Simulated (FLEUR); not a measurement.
# BiTe in FLEUR: convergence with fermiSmearingEnergy

Input of the first run (fermiSmearingEnergy 0.4 eV); the others differ in this setting and in those tied to it:

File inp.xml:

```xml
<?xml version="1.0" encoding="UTF-8" standalone="no"?>
<fleurInput fleurInputVersion="0.39">
   <comment>
      BiTe                                                                                                
   </comment>
   <calculationSetup>
      <cutoffs Kmax="4.1" Gmax="12.7" GmaxXC="12.7" numbands="0"/>
      <scfLoop itmax="60" minDistance="0.00001" maxIterBroyd="15" imix="Anderson" alpha="0.05" precondParam="0.0" spinf="2.0" sdNocoIR="T"/>
      <coreElectrons ctail="T" frcor="F" kcrel="0" coretail_lmax="0"/>
      <xcFunctional name="pbe" relativisticCorrections="F"/>
      <magnetism jspins="1"/>
      <soc l_soc="F" theta="0.0" phi="0.0" spav="F"/>
      <expertModes spex="0" secvar="F"/>
      <geometryOptimization l_f="T" forcealpha="1.0" forcemix="BFGS" epsdisp="0.0005" epsforce="0.0002"/>
      <ldaU l_linMix="F" mixParam="0.05" spinf="1.0"/>
   </calculationSetup>
   <cell>
      <bzIntegration valenceElectrons="43.0" mode="hist" fermiSmearingEnergy="0.01469973">
         <kPointListSelection listName="default-1"/>
         <!-- k-points included here -->
         <xi:include xmlns:xi="http://www.w3.org/2001/XInclude" href="kpts.xml"> </xi:include>
      </bzIntegration>
      <!-- symmetry operations included here -->
      <xi:include xmlns:xi="http://www.w3.org/2001/XInclude" href="sym.xml"> </xi:include>
      <bulkLattice scale="1.0">
         <bravaisMatrix>
            <row-1>    0.0000000000000000     6.1132640130809994     6.1132640130809994</row-1>
            <row-2>    6.1132640130809994     0.0000000000000000     6.1132640130809994</row-2>
            <row-3>    6.1132640130809994     6.1132640130809994     0.0000000000000000</row-3>
         </bravaisMatrix>
      </bulkLattice>
   </cell>
   <atomSpecies>
      <species name="Bismuth (Bi)" element="Bi" atomicNumber="83">
         <mtSphere radius="2.66" gridPoints="879" logIncrement="0.015"/>
         <atomicCutoffs lmax="10" lnonsphr="10"/>
         <electronConfig flipSpins="F">
            <coreConfig>(1s1/2) (2s1/2) (2p1/2) (2p3/2) (3s1/2) (3p1/2) (3p3/2) (4s1/2) (3d3/2) (3d5/2) (4p1/2) (4p3/2) (5s1/2) (4d3/2) (4d5/2) (4f5/2) (4f7/2)</coreConfig>
            <valenceConfig>(5p1/2) (5p3/2) (6s1/2) (5d3/2) (5d5/2) (6p1/2) (6p3/2)</valenceConfig>
            <stateOccupation state="(6p1/2)" spinUp="0.500000" spinDown="0.500000"/>
            <stateOccupation state="(6p3/2)" spinUp="1.000000" spinDown="1.000000"/>
         </electronConfig>
         <energyParameters s="6" p="6" d="5" f="5"/>
         <lo type="SCLO" l="1" n="5" eDeriv="0"/>
         <lo type="SCLO" l="1" n="5" eDeriv="1"/>
         <lo type="SCLO" l="0" n="6" eDeriv="2"/>
         <lo type="SCLO" l="2" n="5" eDeriv="2"/>
         <lo type="SCLO" l="3" n="5" eDeriv="2"/>
      </species>
      <species name="Tellurium (Te)" element="Te" atomicNumber="52">
         <mtSphere radius="2.66" gridPoints="879" logIncrement="0.015"/>
         <atomicCutoffs lmax="10" lnonsphr="10"/>
         <electronConfig flipSpins="F">
            <coreConfig>(1s1/2) (2s1/2) (2p1/2) (2p3/2) (3s1/2) (3p1/2) (3p3/2) (4s1/2) (3d3/2) (3d5/2)</coreConfig>
            <valenceConfig>(4p1/2) (4p3/2) (5s1/2) (4d3/2) (4d5/2) (5p1/2) (5p3/2)</valenceConfig>
            <stateOccupation state="(5p1/2)" spinUp="0.666667" spinDown="0.666667"/>
            <stateOccupation state="(5p3/2)" spinUp="1.333333" spinDown="1.333333"/>
         </electronConfig>
         <energyParameters s="5" p="5" d="5" f="4"/>
         <lo type="SCLO" l="1" n="4" eDeriv="0"/>
         <lo type="SCLO" l="1" n="4" eDeriv="1"/>
         <lo type="SCLO" l="2" n="4" eDeriv="0"/>
         <lo type="SCLO" l="2" n="4" eDeriv="1"/>
         <lo type="SCLO" l="0" n="5" eDeriv="2"/>
         <lo type="SCLO" l="3" n="4" eDeriv="2"/>
      </species>
   </atomSpecies>
   <atomGroups>
      <atomGroup species="Bismuth (Bi)">
         <relPos label="                   1">.0000000000 .0000000000 .0000000000</relPos>
         <force calculate="T" relaxXYZ="TTT"/>
      </atomGroup>
      <atomGroup species="Tellurium (Te)">
         <relPos label="                   2">1.000/2.000 1.000/2.000 1.000/2.000</relPos>
         <force calculate="T" relaxXYZ="TTT"/>
      </atomGroup>
   </atomGroups>
   <output dos="F" band="F" slice="F">
      <checks vchk="F" cdinf="F"/>
      <bandDOS minEnergy="-.5*Htr" maxEnergy="0.5*Htr" sigma="0.015" storeEVData="T"/>
      <vacuumDOS vacdos="F" integ="F" star="F" nstars="0" locx1="0.0" locy1="0.0" locx2="0.0" locy2="0.0" nstm="0" tworkf="0.0"/>
      <unfoldingBand unfoldBand="F" supercellX="1" supercellY="1" supercellZ="1"/>
      <plotting iplot="0" polar="F">
         <plot TwoD="T" vec1="  1.0  0.0  0.0" vec2="  0.0  1.0  0.0" vec3="  0.0  0.0  1.0" zero="  0.0  0.0  0.0" file="plot"/>
      </plotting>
      <chargeDensitySlicing numkpt="0" minEigenval="0.0" maxEigenval="0.0" nnne="0" pallst="F"/>
      <specialOutput eonly="F"/>
      <moessbauerParams electricFieldGradient="T" isomerShift="T" coreHyperfine="T" valenceHyperfine="T"/>
      <magneticCircularDichroism mcd="F" energyLo="-10.0" energyUp="0.0"/>
   </output>
  <!-- We include the file relax.xml here to enable relaxations (see documentation) -->
  <xi:include xmlns:xi="http://www.w3.org/2001/XInclude" href="relax.xml"> <xi:fallback/> </xi:include>
</fleurInput>
```

crystal.txt

```
BiTe
&input cartesian=F /
0.0000000000  3.2350000000  3.2350000000
3.2350000000  0.0000000000  3.2350000000
3.2350000000  3.2350000000  0.0000000000
1.8897261246
1.0 1.0 1.0

2
83 0.0000000000  0.0000000000  0.0000000000
52 0.5000000000  0.5000000000  0.5000000000

&kpt div1=6 div2=6 div3=6 gamma=T /
```

Potentials or basis: all-electron, FLAPW.

Command:

```console
$ inpgen -f crystal.txt -profile fastHighL
$ # inp.xml edited to the form shown
$ fleur_MPI
```

Hardware: 1 thread of Arm Neoverse V1, on a shared host.

Task: The values tried are 0.4 eV, 0.3 eV, 0.2 eV, 0.1 eV, 0.05 eV, 0.025 eV, 0.01 eV, loosest first. From which on does the energy stay within 1 meV/atom of the tightest run that finished?

Result: From 0.05 eV on.

| fermiSmearingEnergy | energy less the tightest run, at zero smearing (meV/atom) | SCF cycles | CPU time (s) | peak memory (GiB) |
| --- | --- | --- | --- | --- |
| 0.4 eV | -21.20 | 14 | 62 | 0.07 |
| 0.3 eV | -14.60 | 15 | 66 | 0.07 |
| 0.2 eV | -8.50 | 15 | 67 | 0.07 |
| 0.1 eV | -3.57 | 15 | 66 | 0.07 |
| 0.05 eV | -0.92 | 15 | 65 | 0.07 |
| 0.025 eV | -0.11 | 15 | 65 | 0.07 |
| 0.01 eV | 0.00 | 15 | 64 | 0.07 |

Narrower smearing needs a denser k mesh, so at a fixed mesh the narrowest width isn't the most accurate. The tightest run that finished is the yardstick and may itself not be fully converged.

Caveat, for the tightest run too: spin-orbit coupling is left out, which moves the levels of the heavy elements.
